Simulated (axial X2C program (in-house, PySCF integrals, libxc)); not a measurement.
**SeS: properties at the nuclei**

Wanted for SeS: properties at the nuclei, at the two-component level.

Computed with an in-house X2C program for linear molecules on PySCF integrals. Level: two-component X2C with atomic mean-field terms, Se dyall-cv3z, S dyall-av3z.

All values are calculated.

## (1) The job

task.json reads:

```json
{"zs": [34, 16], "q": 0, "bas": ["dyall-cv3z", "dyall-av3z"], "r0": 2.01, "levels": ["PBE0", "HF", "r2SCAN", "BP86", "PBE50"], "nst": 3}
```

Keys: zs atomic numbers; q charge; bas basis sets; r0 starting distance in Å; levels methods (HF also brings MP2); nst determinants followed.

On the command line:

```bash
> python soeom.py task.json out
```

Nuclei are Gaussian, cores are contracted, and the Gaunt term is on.

## (2) Expectation values, lowest determinant

R = 2.036 Å. State: Ω = 1 (excess of +ω over −ω: ω = -1/2, ω = 3/2).

Output of the PBE0 run:

```text
two-component X2C + atomic mean field  PBE0
basis functions 164  fitting functions 906  grid points 5081
iter        total energy     max residual
   1      -2826.740089230     2.57e+00
   2      -2827.956478343     1.32e-02
   3      -2827.956988021     9.56e-03
   4      -2827.958587794     6.77e-04
   5      -2827.958597467     2.71e-04
   6      -2827.958599029     4.86e-05
   7      -2827.958599068     3.83e-05
   8      -2827.958599122     2.38e-05
   9      -2827.958599133     2.18e-06
  10      -2827.958599133     5.00e-07
converged
one-electron -4210.58363569  Coulomb 1356.17624354  exact exchange -27.98212124  xc functional -86.00446656  nuclear repulsion 141.39116048  atomic mean-field constant -0.95577967
```

The highest occupied spinor is 46% Se p, 40% S p, 7% S d.

```csv
level,Eeff magnitude (GV/cm),Ws magnitude Se (kHz),A∥/gI Se (MHz),qzz Se (a.u.),A∥/gI S (MHz),qzz S (a.u.),μ (D)
PBE0,0.026,0.0576,-332,2.35,-123,1.17,-0.68
HF,0.433,0.256,-149,2.05,-76.4,1.12,-0.75
r2SCAN,0.149,0.119,-287,2.47,-81.4,1.16,-0.61
BP86,0.0702,0.00909,-348,2.45,-131,1.18,-0.62
PBE50,0.128,0.109,-285,2.28,-111,1.16,-0.71
```

Eeff is the effective electric field on the electron dipole moment in this Ω state and Ws the scalar–pseudoscalar constant (defined with the proton number Z and per Ω); A∥ is the parallel hyperfine constant, which follows by multiplying with the nuclear g factor gI = μI/(I μN); qzz is the electric field gradient, eQq0 = 234.96 MHz × Q/barn × qzz; μ is positive if S is the positive end. The operators were transformed with the bare-nucleus X2C matrices.

## (3) Expectation values, a higher determinant

R = 2.036 Å. State: Ω = 0 (closed shell), 0.50 eV above the lowest in the PBE0 search for states (made at or near this distance, with looser thresholds).

Output of the PBE0 run:

```text
two-component X2C + atomic mean field  PBE0
basis functions 164  fitting functions 906  grid points 5081
iter        total energy     max residual
   1      -2826.721092734     2.56e+00
   2      -2827.938102006     1.32e-02
   3      -2827.938581743     9.65e-03
   4      -2827.940238651     7.00e-04
   5      -2827.940248180     2.34e-04
   6      -2827.940248965     2.36e-04
   7      -2827.940250253     5.42e-05
   8      -2827.940250394     1.04e-05
   9      -2827.940250397     4.26e-07
  10      -2827.940250397     1.16e-07
converged
one-electron -4210.53308589  Coulomb 1356.11412561  exact exchange -27.97160735  xc functional -85.98506357  nuclear repulsion 141.39116048  atomic mean-field constant -0.95577967
```

The highest occupied spinor is 43% S p, 43% Se p, 6% S d.

```csv
level,qzz Se (a.u.),qzz S (a.u.),μ (D)
PBE0,2.38,1.21,-0.76
HF,1.98,1.15,-0.86
r2SCAN,2.52,1.21,-0.70
BP86,2.48,1.22,-0.72
PBE50,2.29,1.20,-0.79
```

## (4) Expectation values, a higher determinant

R = 2.036 Å. State: Ω = 2 (excess of +ω over −ω: ω = 1/2, ω = 3/2), 0.66 eV above the lowest in the PBE0 search for states (made at or near this distance, with looser thresholds).

Output of the PBE0 run:

```text
two-component X2C + atomic mean field  PBE0
basis functions 164  fitting functions 906  grid points 5081
iter        total energy     max residual
   1      -2826.714767510     2.56e+00
   2      -2827.932209554     1.32e-02
   3      -2827.932692585     9.64e-03
   4      -2827.934342044     7.11e-04
   5      -2827.934351344     2.83e-04
   6      -2827.934351640     3.19e-04
   7      -2827.934354101     6.14e-05
   8      -2827.934354260     1.97e-05
   9      -2827.934354291     1.21e-05
  10      -2827.934354340     4.98e-06
  11      -2827.934354346     7.67e-07
  12      -2827.934354346     1.05e-07
converged
one-electron -4210.48425129  Coulomb 1356.06926499  exact exchange -27.97113324  xc functional -85.98361562  nuclear repulsion 141.39116048  atomic mean-field constant -0.95577967
```

The highest occupied spinor is 45% Se p, 41% S p, 7% S d.

```csv
level,Eeff magnitude (GV/cm),Ws magnitude Se (kHz),A∥/gI Se (MHz),qzz Se (a.u.),A∥/gI S (MHz),qzz S (a.u.),μ (D)
PBE0,0.218,0.0446,596,2.34,267,1.15,-0.67
HF,0.182,0.038,619,1.97,270,1.08,-0.73
r2SCAN,0.191,0.0392,586,2.46,255,1.16,-0.62
BP86,0.197,0.0407,595,2.42,262,1.17,-0.63
PBE50,0.266,0.0532,589,2.30,275,1.13,-0.68
```

## (5) What came out

| quantity | value |
| --- | --- |
| lowest determinant | Ω = 1 (excess of +ω over −ω: ω = -1/2, ω = 3/2) |
| Eeff magnitude (GV/cm), PBE0 | 0.026 |
| Ws magnitude Se (kHz), PBE0 | 0.0576 |
| A∥/gI Se (MHz), PBE0 | -332 |
| qzz Se (a.u.), PBE0 | 2.35 |
| higher determinant | Ω = 0 (closed shell) |
| qzz Se (a.u.), PBE0, higher determinant | 2.38 |
| qzz S (a.u.), PBE0, higher determinant | 1.21 |
| μ (D), PBE0, higher determinant | -0.76 |
| higher determinant | Ω = 2 (excess of +ω over −ω: ω = 1/2, ω = 3/2) |
| Eeff magnitude (GV/cm), PBE0, higher determinant | 0.218 |
| Ws magnitude Se (kHz), PBE0, higher determinant | 0.0446 |
| A∥/gI Se (MHz), PBE0, higher determinant | 596 |
| qzz Se (a.u.), PBE0, higher determinant | 2.34 |

In the first state, the effective field runs from 0.026 to 0.433 GV/cm over the mean-field levels, so the levels don't agree on it. The expectation values come from single determinants, which for open shells can mix terms of unlike spin or miss the lowest Ω, so a determinant need not be a state. Eeff is the effective electric field on the electron dipole moment in this Ω state and Ws the scalar–pseudoscalar constant (defined with the proton number Z and per Ω); A∥ is the parallel hyperfine constant, which follows by multiplying with the nuclear g factor gI = μI/(I μN); qzz is the electric field gradient, eQq0 = 234.96 MHz × Q/barn × qzz; μ is positive if S is the positive end. The operators were transformed with the bare-nucleus X2C matrices.
